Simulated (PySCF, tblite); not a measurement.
**C4H6F2GeS: geometry, infrared bands and NMR shifts**

Wanted: the infrared bands and NMR shifts of C4H6F2GeS (`C#CC[S][GeH2][CH](F)F`), by calculation.

Computed with tblite 0.8.0 and PySCF 2.14.0, with density-fitted response routines of our own, on a single molecule in the gas phase. Atoms count from 0, in the outputs and in this text.

## (1) The starting structure

14 atoms, charge 0, multiplicity 1; geometry from: force field or distance geometry start.

Bonds of the start (Å): C0–C1 1.23, C1–C2 1.45, C2–S3 1.79, S3–Ge4 2.19, Ge4–C5 1.95, C5–F6 1.38, C5–F7 1.36, C0–H8 1.05, C2–H9 1.13, C2–H10 1.12, Ge4–H11 1.56, Ge4–H12 1.57, C5–H13 1.11.

## (2) Optimising the geometry with GFN2-xTB

The job: settings as JSON, then the geometry in Å.

```
{"job": {"kind": "relax", "xc": "GFN2-xTB", "basis": "xTB"}, "charge": 0, "multiplicity": 1}
C      3.088900     0.569600    -0.707600
C      2.237600     0.645500     0.172300
C      1.245900     0.708900     1.222900
S      0.284000    -0.790600     1.385300
Ge    -0.998900    -1.285100    -0.322500
C     -2.367400     0.060600    -0.686700
F     -2.071400     0.766200    -1.836600
F     -2.546400     0.955300     0.327500
H      3.822700     0.505900    -1.461900
H      0.590000     1.618400     1.062700
H      1.805000     0.837000     2.185000
H     -0.137700    -1.382300    -1.621400
H     -1.654800    -2.704300    -0.164100
H     -3.298100    -0.505700    -0.877000
```

On the command line:

```sh
OMP_NUM_THREADS=1 python probes_run.py task.json out
```

One launch serves the whole session: the jobs run in the order shown.

Output:

```text
step      E/eV     max force
  0    -712.45490    2.916
  1    -712.43750    8.272
  2    -712.71795    0.683
  3    -712.74814    0.566
  4    -712.79118    0.503
  5    -712.80555    0.405
  6    -712.82403    0.274
  7    -712.83056    0.222
  8    -712.83896    0.212
  9    -712.84602    0.231
 10    -712.85181    0.210
 11    -712.85565    0.149
 12    -712.85914    0.178
 13    -712.86257    0.156
 14    -712.86575    0.176
 15    -712.86824    0.149
 16    -712.87037    0.158
 17    -712.87251    0.120
 18    -712.87435    0.126
 19    -712.87580    0.140
 20    -712.87728    0.125
 21    -712.87926    0.149
 22    -712.88203    0.182
 23    -712.88569    0.205
 24    -712.88965    0.184
 25    -712.89324    0.177
 26    -712.89690    0.201
 27    -712.90086    0.273
 28    -712.90427    0.253
 29    -712.90657    0.157
 30    -712.90802    0.093
 31    -712.90939    0.103
 32    -712.91101    0.111
 33    -712.91262    0.115
 34    -712.91390    0.091
 35    -712.91488    0.087
 36    -712.91595    0.102
 37    -712.91763    0.125
 38    -712.91982    0.142
 39    -712.92157    0.100
 40    -712.92237    0.055
 41    -712.92270    0.060
 42    -712.92299    0.059
 43    -712.92337    0.059
 44    -712.92374    0.053
 45    -712.92401    0.037
 46    -712.92419    0.029
 47    -712.92432    0.031
 48    -712.92442    0.031
 49    -712.92449    0.021
 50    -712.92455    0.018
 51    -712.92462    0.024
 52    -712.92471    0.036
 53    -712.92486    0.048
 54    -712.92505    0.056
 55    -712.92524    0.049
 56    -712.92540    0.032
 57    -712.92553    0.032
 58    -712.92565    0.033
 59    -712.92577    0.044
 60    -712.92591    0.047
 61    -712.92607    0.042
 62    -712.92628    0.052
 63    -712.92649    0.042
 64    -712.92665    0.030
 65    -712.92679    0.032
 66    -712.92694    0.041
 67    -712.92717    0.053
 68    -712.92747    0.047
 69    -712.92779    0.050
 70    -712.92811    0.063
 71    -712.92857    0.072
 72    -712.92944    0.100
 73    -712.93115    0.138
 74    -712.93353    0.148
 75    -712.93557    0.130
 76    -712.93671    0.141
 77    -712.93735    0.121
 78    -712.93814    0.092
 79    -712.93902    0.077
 80    -712.94010    0.083
 81    -712.94159    0.091
 82    -712.94268    0.091
 83    -712.94326    0.094
 84    -712.94384    0.088
 85    -712.94448    0.092
 86    -712.94577    0.072
 87    -712.94653    0.089
 88    -712.94727    0.058
 89    -712.94782    0.111
 90    -712.94855    0.088
 91    -712.94911    0.069
 92    -712.94967    0.046
 93    -712.94978    0.031
 94    -712.94987    0.022
 95    -712.94993    0.023
 96    -712.95006    0.028
 97    -712.95027    0.039
 98    -712.95061    0.047
 99    -712.95097    0.045
100    -712.95125    0.040
101    -712.95148    0.041
102    -712.95174    0.040
103    -712.95207    0.062
104    -712.95238    0.035
105    -712.95255    0.056
106    -712.95266    0.031
107    -712.95274    0.037
108    -712.95291    0.054
109    -712.95310    0.060
110    -712.95332    0.037
111    -712.95351    0.034
112    -712.95368    0.043
113    -712.95384    0.040
114    -712.95394    0.030
115    -712.95403    0.022
116    -712.95411    0.022
117    -712.95419    0.016
118    -712.95424    0.010
119    -712.95426    0.009
```

It took 0.88 s on 1 thread of Arm Neoverse V1, shared host; peak memory 0.18 GiB.

The steps of the relaxation: (not every step is listed) (the energy doesn't fall at every step)

```
step  energy from step 0 (eV)  largest force (eV/Å)
   0                   0.0000                2.9164
   1                   0.0174                8.2723
   2                  -0.2631                0.6829
   3                  -0.2932                0.5656
   4                  -0.3363                0.5026
   5                  -0.3507                0.4051
   6                  -0.3691                0.2736
   7                  -0.3757                0.2216
   8                  -0.3841                0.2116
  18                  -0.4195                0.1255
  28                  -0.4494                0.2530
  38                  -0.4649                0.1420
  48                  -0.4695                0.0307
  58                  -0.4708                0.0335
  68                  -0.4726                0.0474
  78                  -0.4832                0.0921
  88                  -0.4924                0.0580
  98                  -0.4957                0.0470
 108                  -0.4980                0.0542
 114                  -0.4990                0.0297
 115                  -0.4991                0.0222
 116                  -0.4992                0.0222
 117                  -0.4993                0.0159
 118                  -0.4993                0.0102
 119                  -0.4994                0.0086
```

Distances of close pairs at the start and the end, largest changes first:

```
   bond  before (Å)  after (Å)  change (Å)
 Ge4–C5       1.954      2.034      +0.080
  C2–S3       1.789      1.857      +0.069
Ge4–H12       1.571      1.510      -0.062
Ge4–H11       1.561      1.509      -0.052
  C2–H9       1.133      1.091      -0.042
 C2–H10       1.120      1.090      -0.030
  C0–C1       1.227      1.199      -0.028
  C5–F6       1.381      1.358      -0.023
```

The final coordinates are the input of the step that follows.

## (3) Infrared spectrum with GFN2-xTB

The job: settings as JSON, then the geometry in Å.

```
{"job": {"kind": "ir", "xc": "GFN2-xTB", "basis": "xTB"}, "charge": 0, "multiplicity": 1}
C      2.162909     0.684194    -0.993202
C      1.680569     0.685645     0.104202
C      1.045468     0.616204     1.389922
S      0.312619    -1.061722     1.702581
Ge    -0.721016    -1.432414    -0.203476
C     -1.787935     0.178594    -0.837647
F     -1.076784     0.819388    -1.800840
F     -1.971135     1.074524     0.167289
H      2.606963     0.728988    -1.942868
H      0.244505     1.351706     1.472758
H      1.764835     0.758900     2.196318
H      0.191449    -1.778896    -1.354482
H     -1.676952    -2.576819     0.031823
H     -2.776174    -0.048766    -1.254456
```

Output:

```text
mode    cm-1     km/mol
  1       6.4      1.55
  2      47.0      0.80
  3      72.7      4.35
  4      96.8      2.28
  5     128.9      1.89
  6     179.3      1.00
  7     199.9      1.64
  8     270.8     30.96
  9     290.2      3.20
 10     384.7     22.79
 11     389.7     27.78
 12     433.8     14.21
 13     489.3      5.69
 14     528.8      6.99
 15     611.7     28.90
 16     623.3     10.89
 17     634.3     21.09
 18     660.9    305.73
 19     704.9     10.63
 20     795.2    216.65
 21     867.8      2.04
 22    1003.2    116.19
 23    1006.2      0.66
 24    1060.0     65.60
 25    1100.8      0.85
 26    1192.5     52.55
 27    1196.3      7.79
 28    1262.3      1.76
 29    1407.9      4.80
 30    1902.6    187.74
 31    1972.1    425.03
 32    2272.6      3.95
 33    2903.7     27.25
 34    2970.6      0.83
 35    2986.9      2.68
 36    3393.3     11.15
```

Wall time 0.52 s (1 thread of Arm Neoverse V1, shared host); peak memory 0.18 GiB.

Which atoms move in the most intense modes:

```
cm⁻¹  km/mol                       atoms
 271    31.0  F7 39 %, Ge4 37 %, F6 11 %
 661   305.7          H12 58 %, H11 28 %
 795   216.7          H12 49 %, H11 47 %
1003   116.2   C5 61 %, F6 17 %, F7 17 %
1060    65.6   C5 56 %, F6 20 %, F7 19 %
1192    52.5           H13 73 %, C5 19 %
1903   187.7          H11 57 %, H12 42 %
1972   425.0          H12 57 %, H11 42 %
```

## (4) Nuclear shieldings: PBE0/pcSseg-1

Settings changed since step 3:

```diff
@@ -1,2 +1,2 @@
-{"job": {"kind": "ir", "xc": "GFN2-xTB", "basis": "xTB"}, "charge": 0, "multiplicity": 1}
+{"job": {"kind": "nmr", "xc": "PBE0", "basis": "pcSseg-1"}, "charge": 0, "multiplicity": 1}
 C      2.162909     0.684194    -0.993202
```

Method: GIAO PBE0/pcSseg-1 NMR shielding, non-relativistic, gas phase.

Output:

```text
coarse grid: 59888 points
cycle   1  E = -2829.6626255426  dE =  2.985e-01  |g| = 1.092e+00  |ddm| = 3.653e+00
cycle   2  E = -2829.5562976359  dE =  1.063e-01  |g| = 1.337e+00  |ddm| = 1.421e+00
cycle   3  E = -2829.7882713150  dE = -2.320e-01  |g| = 1.712e-01  |ddm| = 8.611e-01
cycle   4  E = -2829.7925416498  dE = -4.270e-03  |g| = 7.269e-02  |ddm| = 1.435e-01
cycle   5  E = -2829.7932676691  dE = -7.260e-04  |g| = 3.079e-02  |ddm| = 5.988e-02
cycle   6  E = -2829.7934961443  dE = -2.285e-04  |g| = 5.649e-03  |ddm| = 2.484e-02
cycle   7  E = -2829.7935026814  dE = -6.537e-06  |g| = 1.188e-03  |ddm| = 5.157e-03
final grid: 125056 points
cycle   8  E = -2829.7935098377  dE = -1.376e-08  |g| = 1.448e-03  |ddm| = 3.819e-03
cycle   9  E = -2829.7935094558  dE =  3.819e-07  |g| = 2.063e-03  |ddm| = 3.230e-03
cycle  10  E = -2829.7935102367  dE = -7.809e-07  |g| = 3.928e-04  |ddm| = 1.680e-03
cycle  11  E = -2829.7935102748  dE = -3.808e-08  |g| = 7.398e-05  |ddm| = 3.428e-04
cycle  12  E = -2829.7935102759  dE = -1.157e-09  |g| = 7.453e-06  |ddm| = 5.929e-05
cycle  13  E = -2829.7935102759  dE =  4.547e-13  |g| = 4.581e-06  |ddm| = 1.048e-05
converged SCF energy = -2829.7935102759

GIAO shielding tensors (ppm)
atom      isotropic    diamagn.    paramagn.     s11        s22        s33       span
  0 C      101.961     257.124    -155.162     32.630     43.066    230.188    197.558
  1 C      102.980     266.215    -163.236      2.868     12.560    293.512    290.643
  2 C      165.744     249.773     -84.028    150.891    167.974    178.368     27.477
  3 S      609.218    1056.543    -447.326    458.499    528.701    840.453    381.954
  4 Ge    1432.967    2755.707   -1322.740   1291.530   1457.297   1550.074    258.544
  5 C       58.754     240.099    -181.344     36.033     67.293     72.937     36.904
  6 F      298.619     476.600    -177.981    175.920    298.176    421.760    245.840
  7 F      314.804     475.921    -161.118    192.741    321.311    430.359    237.618
  8 H       29.572      33.976      -4.404     24.315     25.274     39.126     14.812
  9 H       27.784      29.629      -1.845     23.088     26.145     34.119     11.031
 10 H       28.478      26.775       1.702     21.966     26.561     36.907     14.941
 11 H       26.545      29.407      -2.862     20.816     21.625     37.192     16.376
 12 H       26.996      28.165      -1.169     20.556     21.391     39.039     18.483
 13 H       25.054      27.334      -2.280     22.727     23.507     28.928      6.201
```

Run time: 70 s. Hardware: 1 thread of Arm Neoverse V1, shared host; peak memory 0.81 GiB.

Shifts follow as δ = σ(reference) − σ, with reference shieldings (ppm) from runs at the same level and on the same kind of geometry: 1H TMS 31.72, 13C TMS 186.9, 19F CFCl3 170.9, 33S CS2 504, 73Ge GeMe4 1331. The references are single molecules in the gas phase, so shifts against H2O, NH3, PH3, H3PO4 or CFCl3 are not on the usual liquid scales and can be off by tens of ppm. Atoms listed in one row are averaged.

```
   atoms                                    environment  σ (ppm)  δ (ppm)
      C5                    sp3 CH bonded to 2 F and Ge     58.8    128.2
      C0                         terminal alkyne carbon    102.0     85.0
      C1                                  alkyne carbon    103.0     83.9
      C2                propargylic sp3 CH2 bonded to S    165.7     21.2
     H13     hydrogen on an sp3 CH bonded to 2 F and Ge    25.05     6.66
H11, H12         hydrogen on a germanium bonded to C, S    26.77     4.95
 H9, H10  hydrogen on a propargylic sp3 CH2 bonded to S    28.13     3.59
      H8           hydrogen on a terminal alkyne carbon    29.57     2.15
      S3                         sulfur bonded to C, Ge      609     -105
     Ge4                  germanium bonded to C, S, 2 H     1433     -102
  F6, F7                        fluorine of a CF2 group    306.7   -135.8
```

The run also stored atomic charges by several schemes (e):

```
 atoms  Mulliken    IAO  Hirshfeld  ESP fit
    C0     -0.29  -0.22      -0.10    -0.48
    C1      0.12  -0.04      -0.05     0.14
    C2     -0.26  -0.34      -0.05    -0.34
    S3     -0.18  -0.14      -0.08    -0.19
   Ge4      0.31   0.54       0.29     0.19
    C5      0.28   0.22       0.07     0.09
F6, F7     -0.30  -0.30      -0.11    -0.16
```

Mayer bond orders: C0–C1 2.55, C1–C2 1.05, C2–S3 0.98, S3–Ge4 1.04, Ge4–C5 0.81, C5–F6 0.92, C5–F7 0.91.

## (5) Summary of results

| quantity | value |
| --- | --- |
| strongest single infrared mode (GFN2-xTB) | 1972 cm⁻¹, 425 km/mol |
| zero-point energy (GFN2-xTB) | 51.5 kcal/mol |
| 13C shifts against TMS (PBE0/pcSseg-1) | 128.2, 85.0, 83.9, 21.2 ppm |
| 1H shifts against TMS (PBE0/pcSseg-1, means over atoms taken as alike) | 6.66, 4.95, 3.59, 2.15 ppm |
| 33S shifts against CS2 (PBE0/pcSseg-1) | -105 ppm |
| 73Ge shifts against GeMe4 (PBE0/pcSseg-1) | -102 ppm |
| 19F shifts against CFCl3 (PBE0/pcSseg-1, means over atoms taken as alike) | -135.8 ppm |

**Reading.** Over 119 steps the energy fell by 0.499 eV; of the close pairs, Ge4–C5 changed most, 1.954 to 2.034 Å. All 36 modes are real, so the xTB geometry is a minimum. The strongest single mode, at 1972 cm⁻¹, moves mainly H12 and H11. Unscaled tight-binding wavenumbers are off by several per cent, some by more. Its intensities can rank the bands wrongly. The most deshielded hydrogen is H13 (hydrogen on an sp3 CH bonded to 2 F and Ge), at 6.66 ppm: its carbon carries F, hence the downfield position. At PBE0/pcSseg-1: The largest span, 382 ppm, is at S3, where the paramagnetic term is -447 ppm. Spin-orbit coupling is left out, which matters for shieldings and couplings at and beside the heavy atoms.
